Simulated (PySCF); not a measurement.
# C3H5GeN: the cost of one run

Programs: PySCF 2.14.0, with density-fitted response routines of our own. Each step states its level of theory. These are calculated values for one molecule in the gas phase, unless marked as measured. Atoms are numbered from 0 throughout.

### 1 The molecule as given

10 atoms, charge 0, multiplicity 1; geometry from: GFN2-xTB. The atoms were then displaced at random by about 0.01 Å, so the start is not that level's minimum.

Bonds of the start (Å): C0–C1 1.24, C1–Ge2 1.92, Ge2–N3 1.78, N3–C4 1.26, C0–H5 1.02, Ge2–H6 1.49, Ge2–H7 1.50, C4–H8 1.10, C4–H9 1.09.

### 2 Geometry optimisation at PBE0-D3(BJ)/def2-SVP

The job: settings as JSON, then the geometry in Å.

```
{"job": {"xc": "PBE0", "basis": "def2-SVP", "d3": "d3bj", "grid": 1, "shake": 0.01, "kind": "geom"}, "charge": 0, "multiplicity": 1}
C      2.419280    -0.546510     0.708250
C      1.537710     0.116490     0.150780
Ge     0.064330     1.031320    -0.676510
N     -1.510040     0.253660    -0.404290
C     -1.847110    -0.790190     0.222430
H      3.169360    -1.054010     1.171800
H      0.274020     1.067750    -2.151260
H     -0.030140     2.418900    -0.113190
H     -1.137020    -1.422790     0.783130
H     -2.889950    -1.095560     0.287810
```

Started as:

```
OMP_NUM_THREADS=1 python probes_run.py task.json out
```

The driver reads the jobs from task.json and runs them one after another.

**Question.** How long does this first job take on 1 thread of Arm Neoverse V1, shared host, and how much memory does it need?

About 36 s, with a peak of 0.46 GiB.
